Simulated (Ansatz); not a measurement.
# Cu₂: geometry and frequencies at several levels

Aim: geometry and frequencies at several levels, for Cu₂, with the cost of each level.

Computed with Ansatz 0.2.0 (the levels named in each step, unless a step's input says otherwise).

**1. Starting point**

Bond lengths: Cu1–Cu2 2.226 Å.

Structure file:

```xyz
2

Cu    0.0000    0.0000    0.0000
Cu    0.0000    0.0000    2.2256
```

**2. A rough first relaxation, PBE-D4/def2-SVP**

This run stands in another session on the same molecule. It ended at:

```xyz
2

Cu    0.0000    0.0000    0.0118
Cu    0.0000    0.0000    2.2137
```

**3. Relaxation, PBE0-D4/def2-TZVPP**

This run stands in another session on the same molecule. It ended at:

```xyz
2

Cu    0.0000    0.0000   -0.0285
Cu    0.0000    0.0000    2.2541
```

**4. Frequencies, PBE0-D4/def2-TZVPP**

Input file input.yaml:

```yaml
crystal:
  periodic: [false, false, false]
  atoms:
    - { symbol: Cu, position_ang: [0.0, 0.0, -0.02851201] }
    - { symbol: Cu, position_ang: [0.0, 0.0, 2.25408201] }
basis:
  gaussian: { orbitals: def2-TZVPP }
hamiltonian:
  xc: pbe0
  dispersion: d4
phonons: {}
```

On the command line:

```console
$ ansatz run input.yaml --threads 2 --pin off --max-ram 5120MiB --backend cpu --events-out ev --progress --plain --runs-dir out
```

The program printed, shortened:

```text
Warning: RAYON_NUM_THREADS=2 ignored (pool sized by the plan → 2); use --threads N
[...]
Functional definition: PBE0
[...]
1032 factors; integrals over basis functions are off by at most 3.4e-4 eV
[...]
mean field -89268.42796049 eV, -3280.5542192345 hartree, gradient 2.3e-5 eV, S^2 0.000000; 0 other end points of the search recorded, 0 dependent functions left out
[...]
reference -89268.42798767 eV, -3280.5542202331 hartree; 29, 29 occupied and 99, 99 virtual orbitals, 1032 factors
[...]
1032 factors; integrals over basis functions are off by at most 3.4e-4 eV
mean field -89268.42796049 eV, -3280.5542192345 hartree, gradient 2.4e-7 eV, S^2 0.000000; 0 other end points of the search recorded, 0 dependent functions left out
[...]
reference -89268.42798767 eV, -3280.5542202331 hartree; 29, 29 occupied and 99, 99 virtual orbitals, 1032 factors
[...]
1032 factors; integrals over basis functions are off by at most 3.4e-4 eV
[...]
mean field -89268.42796049 eV, -3280.5542192345 hartree, gradient 2.4e-7 eV, S^2 0.000000; 0 other end points of the search recorded, 0 dependent functions left out
[...]
reference -89268.42798767 eV, -3280.5542202331 hartree; 29, 29 occupied and 99, 99 virtual orbitals, 1032 factors
[...]
1032 factors; integrals over basis functions are off by at most 3.4e-4 eV
mean field -89268.42796049 eV, -3280.5542192345 hartree, gradient 2.4e-7 eV, S^2 0.000000; 0 other end points of the search recorded, 0 dependent functions left out
[...]
reference -89268.42798767 eV, -3280.5542202331 hartree; 29, 29 occupied and 99, 99 virtual orbitals, 1032 factors
[...]
1032 factors; integrals over basis functions are off by at most 3.4e-4 eV
mean field -89268.42796049 eV, -3280.5542192345 hartree, gradient 2.4e-7 eV, S^2 0.000000; 0 other end points of the search recorded, 0 dependent functions left out
[...]
reference -89268.42798767 eV, -3280.5542202331 hartree; 29, 29 occupied and 99, 99 virtual orbitals, 1032 factors
[...]
1032 factors; integrals over basis functions are off by at most 3.4e-4 eV
mean field -89268.42793923 eV, -3280.5542184530 hartree, gradient 2.6e-6 eV, S^2 0.000000; 0 other end points of the search recorded, 0 dependent functions left out
[...]
reference -89268.42796640 eV, -3280.5542194516 hartree; 29, 29 occupied and 99, 99 virtual orbitals, 1032 factors
[...]
1032 factors; integrals over basis functions are off by at most 3.4e-4 eV
mean field -89268.42793840 eV, -3280.5542184224 hartree, gradient 2.7e-6 eV, S^2 0.000000; 0 other end points of the search recorded, 0 dependent functions left out
[...]
reference -89268.42796557 eV, -3280.5542194211 hartree; 29, 29 occupied and 99, 99 virtual orbitals, 1032 factors
Total energy: -89268.45340693 eV, -3280.5551543738 hartree
Atom 0 at     0.000000     0.000000    -0.028512 Å, force    -0.000000    -0.000000     0.000307 eV/Å
Atom 1 at     0.000000     0.000000     2.254082 Å, force    -0.000000    -0.000000    -0.000307 eV/Å
Dipole moment:    -0.000000    -0.000000     0.000000 e Å
Vibrations: 243.70 cm⁻¹, zero-point energy 0.015107 eV
```

Run time: 33 s. Hardware: 2 threads of Intel Xeon at 2.50GHz (Skylake/Cascade Lake), shared host; peak memory 0.28 GiB.

Harmonic frequencies (cm⁻¹; negative: imaginary): 244.

**5. Relaxation, PBE-D4/def2-TZVPP**

input.yaml: that of step 4 with these lines changed.

```diff
@@ -8,4 +8,6 @@
 hamiltonian:
-  xc: pbe0
+  xc: pbe
   dispersion: d4
-phonons: {}
+relax:
+  f_tol: 0.002
+  max_steps: 150
```

On the command line:

```console
$ ansatz run input.yaml --threads 2 --pin off --max-ram 5120MiB --backend cpu --events-out ev --progress --plain --runs-dir out
```

The program printed, shortened:

```text
Warning: RAYON_NUM_THREADS=2 ignored (pool sized by the plan → 2); use --threads N
[...]
Functional definition: PBE
[...]
1010 factors; their error is unknown
[...]
mean field -89268.78004248 eV, -3280.5671580086 hartree, gradient 7.2e-6 eV, S^2 0.000000; 0 other end points of the search recorded, 0 dependent functions left out
[...]
reference -89268.78007985 eV, -3280.5671593821 hartree; 29, 29 occupied and 99, 99 virtual orbitals, 1010 factors
relax step   1: F+E_penalty+E_count = -89268.81029894 eV  Δ(F+E_penalty+E_count) = +0.000e0 eV  max|allowed force component| = 1.408e-1 eV/Å  Δτ_max = 0.0000 Å  (29 SCF iters, accepted)
[...]
relax step   2: F+E_penalty+E_count = -89268.81135731 eV  Δ(F+E_penalty+E_count) = -1.058e-3 eV  max|allowed force component| = 6.988e-2 eV/Å  Δτ_max = 0.0050 Å  (29 SCF iters, accepted)
[...]
relax step   3: F+E_penalty+E_count = -89268.81168994 eV  Δ(F+E_penalty+E_count) = -3.326e-4 eV  max|allowed force component| = 1.923e-3 eV/Å  Δτ_max = 0.0049 Å  (29 SCF iters, accepted)
1010 factors; their error is unknown
mean field -89268.78142482 eV, -3280.5672088088 hartree, gradient 1.4e-5 eV, S^2 0.000000; 1 other end points of the search recorded, 0 dependent functions left out
[...]
reference -89268.78146216 eV, -3280.5672101810 hartree; 29, 29 occupied and 99, 99 virtual orbitals, 1010 factors
Total energy: -89268.81172727 eV, -3280.5683224035 hartree
Atom 0 at    -0.000000     0.000000    -0.018644 Å, force     0.000000     0.000000    -0.001923 eV/Å
Atom 1 at     0.000000    -0.000000     2.244214 Å, force     0.000000     0.000000     0.001923 eV/Å
Dipole moment:     0.000000    -0.000000     0.000000 e Å
```

Run time: 12 s. Hardware: 2 threads of Intel Xeon at 2.50GHz (Skylake/Cascade Lake), shared host; peak memory 0.18 GiB.

Relaxation path:

```csv
step,E - E(step 1) (eV),largest force component (eV/Å)
1,0.0000,0.1408
2,-0.0011,0.0699
3,-0.0014,0.0019
```

Step 1 is the start.

Before: Bond lengths: Cu1–Cu2 2.283 Å.

After: Bond lengths: Cu1–Cu2 2.263 Å.

**6. Frequencies, PBE-D4/def2-TZVPP**

Input file input.yaml:

```yaml
crystal:
  periodic: [false, false, false]
  atoms:
    - { symbol: Cu, position_ang: [0.0, 0.0, -0.01864357] }
    - { symbol: Cu, position_ang: [0.0, 0.0, 2.24421357] }
basis:
  gaussian: { orbitals: def2-TZVPP }
hamiltonian:
  xc: pbe
  dispersion: d4
phonons: {}
```

On the command line:

```console
$ ansatz run input.yaml --threads 2 --pin off --max-ram 5120MiB --backend cpu --events-out ev --progress --plain --runs-dir out
```

The program printed, shortened:

```text
Warning: RAYON_NUM_THREADS=2 ignored (pool sized by the plan → 2); use --threads N
[...]
Functional definition: PBE
[...]
1010 factors; their error is unknown
[...]
mean field -89268.78142482 eV, -3280.5672088088 hartree, gradient 3.8e-6 eV, S^2 0.000000; 0 other end points of the search recorded, 0 dependent functions left out
[...]
reference -89268.78146216 eV, -3280.5672101810 hartree; 29, 29 occupied and 99, 99 virtual orbitals, 1010 factors
[...]
1010 factors; their error is unknown
mean field -89268.78142482 eV, -3280.5672088089 hartree, gradient 1.3e-7 eV, S^2 0.000000; 0 other end points of the search recorded, 0 dependent functions left out
[...]
reference -89268.78146216 eV, -3280.5672101811 hartree; 29, 29 occupied and 99, 99 virtual orbitals, 1010 factors
[...]
1010 factors; their error is unknown
[...]
1010 factors; their error is unknown
mean field -89268.78139515 eV, -3280.5672077186 hartree, gradient 2.7e-6 eV, S^2 0.000000; 0 other end points of the search recorded, 0 dependent functions left out
[...]
reference -89268.78143249 eV, -3280.5672090906 hartree; 29, 29 occupied and 99, 99 virtual orbitals, 1010 factors
[...]
1010 factors; their error is unknown
mean field -89268.78140729 eV, -3280.5672081647 hartree, gradient 5.0e-7 eV, S^2 0.000000; 0 other end points of the search recorded, 0 dependent functions left out
[...]
reference -89268.78144464 eV, -3280.5672095371 hartree; 29, 29 occupied and 99, 99 virtual orbitals, 1010 factors
Total energy: -89268.81172727 eV, -3280.5683224035 hartree
Atom 0 at     0.000000     0.000000    -0.018644 Å, force     0.000000     0.000000    -0.001923 eV/Å
Atom 1 at     0.000000     0.000000     2.244214 Å, force     0.000000     0.000000     0.001923 eV/Å
Dipole moment:    -0.000000     0.000000     0.000000 e Å
Vibrations: 254.25 cm⁻¹, zero-point energy 0.015761 eV
```

Run time: 14 s. Hardware: 2 threads of Intel Xeon at 2.50GHz (Skylake/Cascade Lake), shared host; peak memory 0.18 GiB.

Harmonic frequencies (cm⁻¹; negative: imaginary): 254.

**7. Relaxation, r2SCAN-D4/def2-TZVPP**

Input file input.yaml:

```yaml
crystal:
  periodic: [false, false, false]
  atoms:
    - { symbol: Cu, position_ang: [0.0, 0.0, -0.02851201] }
    - { symbol: Cu, position_ang: [0.0, 0.0, 2.25408201] }
basis:
  gaussian: { orbitals: def2-TZVPP }
hamiltonian:
  xc: r2scan
  dispersion: d4
relax:
  f_tol: 0.002
  max_steps: 150
```

On the command line:

```console
$ ansatz run input.yaml --threads 2 --pin off --max-ram 5120MiB --backend cpu --events-out ev --progress --plain --runs-dir out
```

The program printed, shortened:

```text
Warning: RAYON_NUM_THREADS=2 ignored (pool sized by the plan → 2); use --threads N
[...]
Functional definition: r2SCAN
[...]
1010 factors; their error is unknown
[...]
mean field -89280.84911472 eV, -3281.0106882329 hartree, gradient 7.4e-6 eV, S^2 0.000000; 0 other end points of the search recorded, 0 dependent functions left out
[...]
reference -89280.84912732 eV, -3281.0106886959 hartree; 29, 29 occupied and 99, 99 virtual orbitals, 1010 factors
relax step   1: F+E_penalty+E_count = -89280.85433246 eV  Δ(F+E_penalty+E_count) = +0.000e0 eV  max|allowed force component| = 4.221e-1 eV/Å  Δτ_max = 0.0000 Å  (30 SCF iters, accepted)
[...]
relax step   4: F+E_penalty+E_count = -89280.86698543 eV  Δ(F+E_penalty+E_count) = -8.522e-6 eV  max|allowed force component| = 1.469e-2 eV/Å  Δτ_max = 0.0020 Å  (31 SCF iters, accepted)
[...]
relax step   5: F+E_penalty+E_count = -89280.86699816 eV  Δ(F+E_penalty+E_count) = -1.274e-5 eV  max|allowed force component| = 1.364e-3 eV/Å  Δτ_max = 0.0010 Å  (20 SCF iters, accepted)
1010 factors; their error is unknown
[...]
mean field -89280.86178220 eV, -3281.0111537542 hartree, gradient 2.6e-5 eV, S^2 0.000000; 1 other end points of the search recorded, 0 dependent functions left out
[...]
reference -89280.86179478 eV, -3281.0111542164 hartree; 29, 29 occupied and 99, 99 virtual orbitals, 1010 factors
Total energy: -89280.86701074 eV, -3281.0113458994 hartree
Atom 0 at    -0.000000     0.000000     0.000366 Å, force     0.000000     0.000000    -0.001364 eV/Å
Atom 1 at     0.000000    -0.000000     2.225204 Å, force    -0.000000    -0.000000     0.001364 eV/Å
Dipole moment:     0.000000    -0.000000     0.000000 e Å
```

It took 27 s on 2 threads of Intel Xeon at 2.50GHz (Skylake/Cascade Lake), shared host; peak memory 0.2 GiB.

The steps of the relaxation:

| step | E - E(step 1) (eV) | largest force component (eV/Å) |
| --- | --- | --- |
| 1 | 0.0000 | 0.4221 |
| 2 | -0.0096 | 0.2152 |
| 3 | -0.0126 | 0.0189 |
| 4 | -0.0127 | 0.0147 |
| 5 | -0.0127 | 0.0014 |

Step 1 is the start.

Before: Bond lengths: Cu1–Cu2 2.283 Å.

After: Bond lengths: Cu1–Cu2 2.225 Å.

[end of part 1 of 2]
